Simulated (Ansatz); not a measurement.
# CH₈N₂Si₂: one species, many methods

The task here is to estimate one member of a computed series from the others.

The runs use Ansatz 0.2.0, Gaussian basis; functionals in def2-TZVPP, the program's frozen cores in correlated methods.

The runs, in order: PBE-D4, r2SCAN-D4, PBE0-D4, B3LYP-D4, ωB97X-V, ωB97M-V, B2PLYP; CCSD(T)/def2-TZVPP; MP2/def2-QZVPP; extrapolation to the limit.

## The geometry

An earlier PBE0-D4 in a triple-zeta def2 set relaxation fixed the geometry.

SMILES `[SiH3][SiH]1NCN1`, 13 atoms, charge 0, spin multiplicity 1.

Atoms are counted from 1 here; the program's logs count them from 0.

Bond lengths: Si1–Si2 2.345 Å, Si1–H6 1.487 Å, Si1–H7 1.491 Å, Si1–H8 1.491 Å, Si2–N3 1.733 Å, Si2–N5 1.733 Å, Si2–H9 1.504 Å, N3–C4 1.469 Å, N3–H10 1.004 Å, C4–N5 1.469 Å, C4–H11 1.098 Å, C4–H12 1.101 Å, N5–H13 1.004 Å. Angles: Si2–Si1–H6 111.4°, Si2–Si1–H7 110.0°, Si2–Si1–H8 110.0°, H6–Si1–H7 108.8°, H6–Si1–H8 108.8°, H7–Si1–H8 107.6°, Si1–Si2–N3 117.4°, Si1–Si2–N5 117.4°, Si1–Si2–H9 107.6°, N3–Si2–N5 78.8°, N3–Si2–H9 116.9°, N5–Si2–H9 116.9°, Si2–N3–C4 90.9°, Si2–N3–H10 132.0°, C4–N3–H10 119.0°, N3–C4–N5 96.9°, N3–C4–H11 112.5°, N3–C4–H12 113.0° and more.

The first run:

in.yaml reads:

```yaml
crystal:
  periodic: [false, false, false]
  atoms:
    - {symbol: Si, position_ang: [-2.205444, 0.809380, 0.375050]}
    - {symbol: Si, position_ang: [0.066914, 0.265121, 0.576808]}
    - {symbol: N, position_ang: [0.540497, -1.346676, 0.153223]}
    - {symbol: C, position_ang: [1.551240, -0.830157, -0.778917]}
    - {symbol: N, position_ang: [1.081995, 0.561560, -0.795584]}
    - {symbol: H, position_ang: [-2.766608, 0.327614, -0.914544]}
    - {symbol: H, position_ang: [-2.977556, 0.198161, 1.494407]}
    - {symbol: H, position_ang: [-2.385200, 2.287143, 0.456266]}
    - {symbol: H, position_ang: [0.545175, 0.788800, 1.902752]}
    - {symbol: H, position_ang: [0.759559, -2.151112, 0.712316]}
    - {symbol: H, position_ang: [1.492775, -1.304996, -1.767285]}
    - {symbol: H, position_ang: [2.579626, -0.933424, -0.399724]}
    - {symbol: H, position_ang: [1.737427, 1.293887, -1.000067]}
basis:
  gaussian: {orbitals: def2-TZVPP}
hamiltonian: {xc: pbe, dispersion: d4}
output: {forces: true, orbitals: {seedname: orbitals}}
```

Launch:

```bash
$ ansatz run in.yaml --threads 4 --pin off --events-out ev --progress --plain --max-ram 10444MiB
```

Among the steps run: PBE-D4 (GGA); r2SCAN-D4 (meta-GGA); PBE0-D4 (hybrid); B3LYP-D4 (hybrid); ωB97X-V (range-separated); ωB97M-V (range-separated); B2PLYP (double hybrid); CCSD(T) in def2-TZVPP; MP2 in def2-QZVPP.

One of the session's tables, all rows but one given; the rest of the session is left out.

It belongs to the step «Atomisation energies». 

| method | atomisation energy (kJ/mol) |
| --- | --- |
| PBE-D4 | 4473.0 |
| r2SCAN-D4 | 4394.1 |
| PBE0-D4 | 4406.0 |
| B3LYP-D4 | 4422.4 |
| ωB97X-V | 4454.5 |
| ωB97M-V | 4429.5 |
| B2PLYP | 4353.9 |
| HF/def2-TZVPP | ? |
| MP2/def2-TZVPP | 4300.8 |
| CCSD/def2-TZVPP | 4207.7 |
| CCSD(T)/def2-TZVPP | 4270.6 |
| MP2/CBS | 4440.8 |
| CCSD(T)/CBS | 4410.7 |

Q: Estimate the row for HF/def2-TZVPP from the others.

**Answer.** atomisation energy (kJ/mol): 3090.7. In the column «atomisation energy (kJ/mol)» it is the lowest.

Caveats from the session: Free atoms (2 Si, 2 N, 1 C, 8 H) were run apart at each level; the atomisation energy is their sum less the molecule, without zero-point or spin-orbit terms.
